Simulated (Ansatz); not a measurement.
# CdC2: the cost of one run

Computed with Ansatz 0.2.0 (DFT PBE, scalar-relativistic, plane waves, PAW, unless a step's input says otherwise).

3 further runs of the same task are left out: 3 set aside as unsound or not needed.

## Step 1: The system as given

The structure is orthorhombic, space group Immm (No. 71). Conventional cell: a = 3.487 Å, b = 4.659 Å, c = 5.224 Å, α = 90.00°, β = 90.00°, γ = 90.00°. Cd (site symmetry mmm) is surrounded by 8 C at 2.43 to 2.69 Å. C (site symmetry m2m) has 1 C at 1.26 Å as nearest neighbours.

As a file:

```xyz
3
Lattice="-1.7433 2.3293 2.6122 1.7433 -2.3293 2.6122 1.7433 2.3293 -2.6122" Properties=species:S:1:pos:R:3 pbc="T T T"
Cd    0.0000    0.0000    0.0000
C     1.7433    1.6988    0.0000
C     0.0000    0.6305    2.6122
```

This is a trial structure built by rule; it need not be a known or stable form of this composition.

This cell was relaxed beforehand with the same method: volume 14.14 Å³/atom, gap on the mesh 0.96 eV.

It is a trial structure (swap of Ca by Cd in CaC2), so another structure or a mixture of phases may lie lower.

## Step 2: Phonons at Γ, at rest

File input.yaml:

```yaml
crystal:
  lattice:
    - [-1.7432786091, 2.3293304878, 2.6121786699]
    - [1.7432786091, -2.3293304878, 2.6121786699]
    - [1.7432786091, 2.3293304878, -2.6121786699]
  atoms:
    - { symbol: Cd, position: [0.0, 0.0, 0.0] }
    - { symbol: C, position: [0.364650811, 0.5, 0.864650811] }
    - { symbol: C, position: [0.635349189, 0.5, 0.135349189] }
basis:
  ecutwfc: 420
kpoints:
  mp_grid: { grid: [10, 10, 10] }
hamiltonian:
  xc: pbe
scf:
  occupations: { method: fixed }
output:
  eigenvalues: true
phonons:
  method: dfpt
  dielectric: true
  rigid_motions: translations
  eigenvectors: true
```

The run is started by

```
$ ansatz run input.yaml --threads 1 --pin off --max-ram 3072MiB --backend cpu --events-out ev --progress --plain --runs-dir out
```

Q: Estimate wall time and peak memory on 1 thread of Intel Xeon 6975P-C (Granite Rapids), shared host.

About 4.7 min, with a peak of 1.6 GiB.
